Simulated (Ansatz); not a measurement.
# H5O2Si2: rigid torsion scan from a Python script

The task is a rigid torsion scan, for H5O2Si2. SMILES: O[SiH](O)[SiH2].

All numbers are computed with Ansatz 0.2.0, driven from Python. Level of theory: r2SCAN0/def2-SVP.

### 1 Starting point

Bond lengths: O1–Si2 1.624 Å, Si2–O3 1.648 Å, Si2–Si4 2.238 Å, O1–H5 1.020 Å, Si2–H6 1.482 Å, O3–H7 1.027 Å, Si4–H8 1.512 Å, Si4–H9 1.544 Å. Angles: O1–Si2–O3 105.6°, O1–Si2–Si4 113.6°, O1–Si2–H6 107.2°, O3–Si2–Si4 110.5°, O3–Si2–H6 109.1°, Si4–Si2–H6 110.6°, Si2–O1–H5 116.1°, Si2–O3–H7 113.4°, Si2–Si4–H8 110.8°, Si2–Si4–H9 113.6°, H8–Si4–H9 106.2°.

No structure file is read: the coordinates are typed or built in the script.

### 2 Script

The input, torsion_h5o2si2.py:

```python
'''Energy of H5O2Si2 as one group turns about a bond.'''

import ansatz
from ase import Atoms

BASIS = 'def2-SVP'
XC = 'R2SCAN0'
FORCE_TOL = 0.02

atoms = Atoms(['O', 'Si', 'O', 'Si', 'H', 'H', 'H', 'H', 'H'], positions=[
    [0.8595, 1.2095, -0.7146],
    [0.5523, -0.0571, 0.2543],
    [1.1261, -1.3779, -0.5479],
    [-1.6188, -0.313, 0.7327],
    [0.3355, 1.2429, -1.589],
    [1.3409, 0.137, 1.4945],
    [2.142, -1.3562, -0.6945],
    [-2.4436, -0.3684, -0.5331],
    [-2.2054, 0.8368, 1.5806],
])

# relax first, so that the scan starts from a minimum
first = ansatz.Crystal.molecule_from_ase(atoms).calculation()
first = first.basis(gaussian=BASIS).functional(XC)
first = first.spin('collinear', total=1)
first = first.relax(force_tolerance=FORCE_TOL, max_steps=80)
atoms.positions = first.run(threads=1).report['positions_ang']

start = atoms.get_dihedral(0, 1, 2, 6)
energies = {}
for turn in range(0, 360, 40):
    turned = atoms.copy()
    turned.set_dihedral(0, 1, 2, 6, start + turn, indices=[2, 6])
    calculation = (
        ansatz.Crystal.molecule_from_ase(turned).calculation()
        .basis(gaussian=BASIS)  # atom-centred Gaussian functions
        .functional(XC)
        .spin('collinear', total=1)
    )
    energies[round((start + turn) % 360)] = calculation.run(threads=1).report['free_energy_ev']
floor = min(energies.values())
print('dihedral O0-Si1-O2-H6 (deg)   E - E(min) (kcal/mol)')
for angle, e in sorted(energies.items()):
    print(f'{angle:8d} {23.060548 * (e - floor):14.3f}  ' + '#' * int(30 * (e - floor) / max(max(energies.values()) - floor, 1e-9)))
```

### 3 What the engine is handed

The package turns the script's settings into the engine's input (first run):

```yaml
crystal:
  periodic: [false, false, false]
  atoms:
    - { symbol: O, position_ang: [0.8595, 1.2095, -0.7146] }
    - { symbol: Si, position_ang: [0.5523, -0.0571, 0.2543] }
    - { symbol: O, position_ang: [1.1261, -1.3779, -0.5479] }
    - { symbol: Si, position_ang: [-1.6188, -0.313, 0.7327] }
    - { symbol: H, position_ang: [0.3355, 1.2429, -1.589] }
    - { symbol: H, position_ang: [1.3409, 0.137, 1.4945] }
    - { symbol: H, position_ang: [2.142, -1.3562, -0.6945] }
    - { symbol: H, position_ang: [-2.4436, -0.3684, -0.5331] }
    - { symbol: H, position_ang: [-2.2054, 0.8368, 1.5806] }
basis:
  gaussian:
    orbitals: def2-SVP
hamiltonian:
  xc: r2scan0
magnetization:
  spin_polarized: true
  initial_magnetization: 1.0
relax:
  f_tol: 0.02
  max_steps: 80
```

### 4 Running it

Started as:

```console
python torsion_h5o2si2.py
```

**Question.** What results will this script give? Wanted: range of energy; lowest point, turn.

The runs gave:

```
              quantity     value
         runs compared         9
       range of energy  0.108 eV
lowest point, turn (°)         0
```

What this shows: The lowest point lies at a turn of 0°, the highest 0.108 eV (10.4 kJ/mol) above it at 280°. The grid can miss the true lowest and highest points, and the rest of the molecule is held rigid. Run 0: After 10 moves the largest shift is 0.380 Å, of atom 8 (H). The scan is rigid and the energies are electronic, in a modest basis. With rigid groups the curve can differ much from the relaxed path, the start wasn't checked as a minimum of this torsion, and equivalent turns needn't return to the same energy. The run takes the species as open-shell (spin multiplicity 2), which needn't be its ground state.
